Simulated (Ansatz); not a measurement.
# SnPHO3: the band gap up the ladder of functionals

An exercise on one series of results from a longer session: the logs are not shown, and one member is left open.

Code: Ansatz 0.2.0. PAW datasets, plane waves. Computed at 0 K without zero-point motion; spin polarisation is off.

### The system as given

The cell was relaxed beforehand with r2SCAN+rVV10.

Space group Cc (No. 9), monoclinic; conventional cell a = 7.052 Å, b = 12.111 Å, c = 4.648 Å, β = 122.5°, 13.95 Å³ an atom. Around Sn lie 3 O at 2.13–2.19 Å; around H lie 1 P at 1.40 Å; around P lie 1 H at 1.40 Å and 3 O at 1.52–1.54 Å; around O lie 1 P at 1.53 Å and 1 Sn at 2.19 Å; around O lie 1 P at 1.52 Å and 1 Sn at 2.13 Å.

The structure in full:

```
CELL_PARAMETERS angstrom
3.52587 -6.05568 -0.04334
3.52587 6.05568 -0.04334
-2.44846 0.00000 3.95098
ATOMIC_POSITIONS crystal
Sn 0.03305 0.76653 0.94856
Sn 0.76653 0.03305 0.44856
H 0.40468 0.28477 0.88214
H 0.28477 0.40468 0.38214
P 0.63955 0.36328 0.10703
P 0.36328 0.63955 0.60703
O 0.75112 0.60215 0.42452
O 0.60215 0.75112 0.92452
O 0.58308 0.14372 0.17108
O 0.14372 0.58308 0.67108
O 0.79807 0.41073 0.92353
O 0.41073 0.79807 0.42353
```

The first run:

input.yaml reads:

```yaml
crystal:
  lattice:
    - [3.5258668825, -6.0556794798, -0.0433428438]
    - [3.5258668825, 6.0556794798, -0.0433428438]
    - [-2.4484554579, 0.0, 3.9509827636]
  atoms:
    - { symbol: Sn, position: [0.0330513472, 0.7665292477, 0.948562725] }
    - { symbol: Sn, position: [0.7665292477, 0.0330513472, 0.448562725] }
    - { symbol: H, position: [0.4046789076, 0.2847652393, 0.8821389452] }
    - { symbol: H, position: [0.2847652393, 0.4046789076, 0.3821389452] }
    - { symbol: P, position: [0.6395505052, 0.3632824539, 0.1070324116] }
    - { symbol: P, position: [0.3632824539, 0.6395505052, 0.6070324116] }
    - { symbol: O, position: [0.7511192091, 0.6021461996, 0.4245199809] }
    - { symbol: O, position: [0.6021461996, 0.7511192091, 0.9245199809] }
    - { symbol: O, position: [0.5830772495, 0.1437195971, 0.1710825855] }
    - { symbol: O, position: [0.1437195971, 0.5830772495, 0.6710825855] }
    - { symbol: O, position: [0.7980708171, 0.4107292266, 0.9235333518] }
    - { symbol: O, position: [0.4107292266, 0.7980708171, 0.4235333518] }
kpoints:
  mp_grid: { grid: [6, 6, 6] }
  band_path:
    path:
      - [[0.0, 0.0, 0.0], [3.130390708034e-19, 4.510980238681e-18, -0.5], [-0.4417271647664, 0.4417271647664, -0.5]]
      - [[0.4417271647664, 0.5582728352336, -0.5], [0.5, 0.5, -0.5], [0.0, 0.0, 0.0], [-0.5, 0.5, 1.722524028716e-19]]
      - [[-2.701751950703e-17, 0.5, -0.5], [0.0, 0.0, 0.0], [-3.467814485945e-17, 0.5, 5.062217800743e-17]]
    npoints: 10
hamiltonian:
  xc: pbe
scf:
  occupations: { method: fermi_dirac, width: 0.02 }
  n_extra_bands: 7
output:
  forces: true
  stress: true
  eigenvalues: true
```

Among the steps run: Band structure with PBE; r2SCAN; HSE06; PBE+SOC at the same geometry; Single point with PBE0.

One of the session's tables, all rows but one given; the rest of the session is left out.

```
  level  gap (eV)
    PBE      3.51
 r2SCAN      3.82
  HSE06      4.41
PBE+SOC         ?
   PBE0      5.12
```

**Question.** Estimate the row for PBE+SOC.

**Answer.** gap (eV): 3.44. In the column «gap (eV)» it is the lowest.

Meshes: PBE 6×6×6, r2SCAN 6×6×6, HSE06 4×4×4, PBE+SOC 6×6×6, PBE0 4×4×4

What this shows: The gap runs from 3.44 eV (PBE+SOC) to 5.12 eV (PBE0). Against HSE06, PBE is short by 0.90 eV, at 80 % of it, and r2SCAN 87 %. PBE0 lies 0.71 eV above HSE06, which differs from it by screening the long-range exchange.

To keep in mind: Warnings in the runs' records: stress scf threshold loose, stress exchange threshold loose.
